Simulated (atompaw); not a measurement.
# Yb: the cost of one run

Method: atompaw 4.2.0.5, PBE, scalar-relativistic.

## (1) Settings

The settings as typed:

```
element                 : ytterbium (Yb, Z = 70)
type                    : PAW
frozen core             : [Kr] 4d10
valence charge          : 24
reference configuration : 4f14 5s2 5p6 5d0 6s2 6p0
partial waves           : 5s (bound): rc 1.55 bohr; 6s (bound): rc 3.00 bohr; 5p (bound): rc 2.50 bohr; 6p (bound, empty): rc 3.00 bohr; 5d (bound, empty): rc 3.00 bohr; 5d channel at 1.1 Ry: rc 3.00 bohr; 4f (bound): rc 0.95 bohr; 4f channel at 0.15 Ry: rc 0.95 bohr
local potential         : bessel scheme, radius 2.55 bohr
core correction         : smooth core density matched at 1.48 bohr
augmentation charge     : sinc compensation charge, radius 2.50 bohr; PAW radius 3.00 bohr; waves and projectors: custom polynom2 7 10 vanderbiltortho
```

The outer shells as boxes (Hund's rule for the drawing; the calculation is spin-unpolarised):

```
[Kr] core
4d [↑↓][↑↓][↑↓][↑↓][↑↓]
4f [↑↓][↑↓][↑↓][↑↓][↑↓][↑↓][↑↓]
5s [↑↓]
5p [↑↓][↑↓][↑↓]
5d [  ][  ][  ][  ][  ]
6s [↑↓]
6p [  ][  ][  ]
```

## (2) The generation run

The input, Yb.input:

```
Yb 70
GGA-PBE scalarrelativistic loggrid 2001 logderivrange -6 5 276
6 6 5 4 0 0
6 1 0
5 2 0
0 0 0
c
c
c
c
v
v
c
c
c
v
v
c
c
v
v
3
3.00 2.50 2.55 1.48
n
n
y
1.1
n
y
0.15
n
custom polynom2 7 10 vanderbiltortho sinc
bessel
1.55
3.00
2.50
3.00
3.00
3.00
0.95
0.95
PWSCFOUT
UPFDX 0.0125d0 UPFXMIN -7.d0 UPFZMESH 70.d0
END
```

Run with:

```
$ atompaw < Yb.input > Yb.log
```

**Question.** How long does this run take on 1 thread of Intel Xeon Platinum 8488C, shared host?

About 47 s.
